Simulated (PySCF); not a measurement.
**CH₃Cl₃Si: a look at the electrons**

Aim: take CH₃Cl₃Si and analyse its density (charges, bond critical points, surface potential), see where an electron leaves and enters and measure its response to a uniform field.

Computed with PySCF 2.14.0. Level: levels as typed in each script, gas phase, geometry from GFN2-xTB.

## 1. Where the work starts

SMILES `C[Si](Cl)(Cl)Cl`, 8 atoms, charge 0, spin multiplicity 1.

Bond lengths: C1–Si2 1.900 Å, C1–H6 1.086 Å, C1–H7 1.087 Å, C1–H8 1.086 Å, Si2–Cl3 2.023 Å, Si2–Cl4 2.022 Å, Si2–Cl5 2.023 Å. Angles: Si2–C1–H6 111.3°, Si2–C1–H7 111.2°, Si2–C1–H8 111.3°, H6–C1–H7 107.6°, H6–C1–H8 107.7°, H7–C1–H8 107.6°, C1–Si2–Cl3 110.0°, C1–Si2–Cl4 110.1°, C1–Si2–Cl5 110.0°, Cl3–Si2–Cl4 108.9°, Cl3–Si2–Cl5 108.9°, Cl4–Si2–Cl5 108.9°.

Coordinates:

```xyz
8
CH3Cl3Si
C    -0.00130    0.00002   -2.12999
Si    0.00004    0.00017   -0.23046
Cl    0.57182   -1.81234    0.46211
Cl    1.28385    1.40115    0.46200
Cl   -1.85513    0.41104    0.46283
H    -0.32087    0.96057   -2.52375
H     0.99134   -0.20293   -2.52414
H    -0.67238   -0.75758   -2.52370
```

## 2. Density, bond paths and surface potential (B3LYP/def2-svpd)

The input, input.py:

```python
import numpy as np
from pyscf import gto, scf, dft
from pyscf.scf import atom_ks, atom_hf
from scipy.linalg import block_diag

def solve(mol, dm0=None, hcore=None):
    mf = (dft.UKS if mol.spin else dft.RKS)(mol, xc='b3lyp')
    mf.grids.level = 3
    mf = mf.density_fit(auxbasis='def2-universal-jkfit')
    mf.conv_tol, mf.max_cycle = 1e-8, 80
    if hcore is not None:
        mf.get_hcore = lambda *args: hcore
    mf.kernel(dm0)
    if not mf.converged:
        mf = mf.newton().run(mf.mo_coeff, mf.mo_occ, max_cycle=30)
    assert mf.converged, 'SCF not converged'
    return mf

mol = gto.M(atom='''
C     -0.00130     0.00002    -2.12999
Si     0.00004     0.00017    -0.23046
Cl     0.57182    -1.81234     0.46211
Cl     1.28385     1.40115     0.46200
Cl    -1.85513     0.41104     0.46283
H     -0.32087     0.96057    -2.52375
H      0.99134    -0.20293    -2.52414
H     -0.67238    -0.75758    -2.52370
''', basis='def2-svpd', charge=0, spin=0, verbose=4)
mf = solve(mol)
mf.analyze()
# spherically averaged free atoms, for the promolecule
atm = atom_ks.get_atm_nrks(mol, xc='b3lyp')
pro = block_diag(*[(atm[a[0]][2] * atm[a[0]][3]) @ atm[a[0]][2].T for a in mol._atom])
np.savez('result.npz', e=mf.e_tot, c=mf.mo_coeff, occ=mf.mo_occ, eps=mf.mo_energy, pro=pro, dip=mf.dip_moment(verbose=0), s2=mf.spin_square()[0])
```

Run with:

```sh
OMP_NUM_THREADS=1 python input.py
```

## 4. Removing and adding an electron (B3LYP/def2-svpd)

Changes to input.py since step 2:

```diff
@@ -29,3 +29,12 @@
 mf = solve(mol)
-mf.analyze()
+out = dict(e0=mf.e_tot, dm0=mf.make_rdm1(), c=mf.mo_coeff, occ=mf.mo_occ, eps=mf.mo_energy)
+for name, dq, spin in [('cation', 1, 1)]:
+    ion = mol.copy().set(charge=mol.charge + dq, spin=spin).build()
+    mi = solve(ion)
+    if spin and dq > 0 and mol.nao < 130:
+        c, _, stable, _ = mi.stability(return_status=True)
+        if not stable:
+            mi = solve(ion, mi.make_rdm1(c, mi.mo_occ))
+    print(name, 'vertical energy change / eV', (mi.e_tot - mf.e_tot) * 27.211386)
+    out.update({'e_' + name: mi.e_tot, 'dm_' + name: mi.make_rdm1(), 's2_' + name: mi.spin_square()[0], 'eps_' + name: mi.mo_energy, 'occ_' + name: mi.mo_occ})
 # spherically averaged free atoms, for the promolecule
@@ -33,2 +42,2 @@
 pro = block_diag(*[(atm[a[0]][2] * atm[a[0]][3]) @ atm[a[0]][2].T for a in mol._atom])
-np.savez('result.npz', e=mf.e_tot, c=mf.mo_coeff, occ=mf.mo_occ, eps=mf.mo_energy, pro=pro, dip=mf.dip_moment(verbose=0), s2=mf.spin_square()[0])
+np.savez('result.npz', pro=pro, **out)
```

## 5. Response to an electric field (B3LYP/def2-svpd)

Changes to input.py since step 4:

```diff
@@ -28,13 +28,10 @@
 ''', basis='def2-svpd', charge=0, spin=0, verbose=4)
+field = np.array([0.004, 0.0, 0.0])  # atomic units
+mol.set_common_orig(mol.atom_charges() @ mol.atom_coords() / mol.atom_charges().sum())
 mf = solve(mol)
-out = dict(e0=mf.e_tot, dm0=mf.make_rdm1(), c=mf.mo_coeff, occ=mf.mo_occ, eps=mf.mo_energy)
-for name, dq, spin in [('cation', 1, 1)]:
-    ion = mol.copy().set(charge=mol.charge + dq, spin=spin).build()
-    mi = solve(ion)
-    if spin and dq > 0 and mol.nao < 130:
-        c, _, stable, _ = mi.stability(return_status=True)
-        if not stable:
-            mi = solve(ion, mi.make_rdm1(c, mi.mo_occ))
-    print(name, 'vertical energy change / eV', (mi.e_tot - mf.e_tot) * 27.211386)
-    out.update({'e_' + name: mi.e_tot, 'dm_' + name: mi.make_rdm1(), 's2_' + name: mi.spin_square()[0], 'eps_' + name: mi.mo_energy, 'occ_' + name: mi.mo_occ})
+out = dict(dm0=mf.make_rdm1(), d0=mf.dip_moment(unit='AU'), e0=mf.e_tot)
+for name, sign in (('p', 1), ('m', -1)):
+    h = mf.get_hcore() + sign * np.einsum('x,xij->ij', field, mol.intor('int1e_r'))
+    mi = solve(mol, mf.make_rdm1(), h)
+    out.update({'dm' + name: mi.make_rdm1(), 'd' + name: mi.dip_moment(unit='AU'), 'e' + name: mi.e_tot})
 # spherically averaged free atoms, for the promolecule
```

(Steps that only read results are left out.)

**Question.** What will these runs give? Wanted: dipole moment; HOMO, LUMO; polarisability along the field.

The runs gave:

| quantity | value |
| --- | --- |
| dipole moment (B3LYP/def2-svpd) | 1.78 D |
| HOMO, LUMO (B3LYP/def2-svpd) | -9.01, -0.41 eV |
| polarisability along the field (B3LYP/def2-svpd) | 78.0 bohr³ |

What this shows: At B3LYP/def2-svpd: The highest Hirshfeld charge is on Si2 (+0.39 e), the lowest on C1 (−0.19 e). All values hold at the given geometry, in the gas phase.
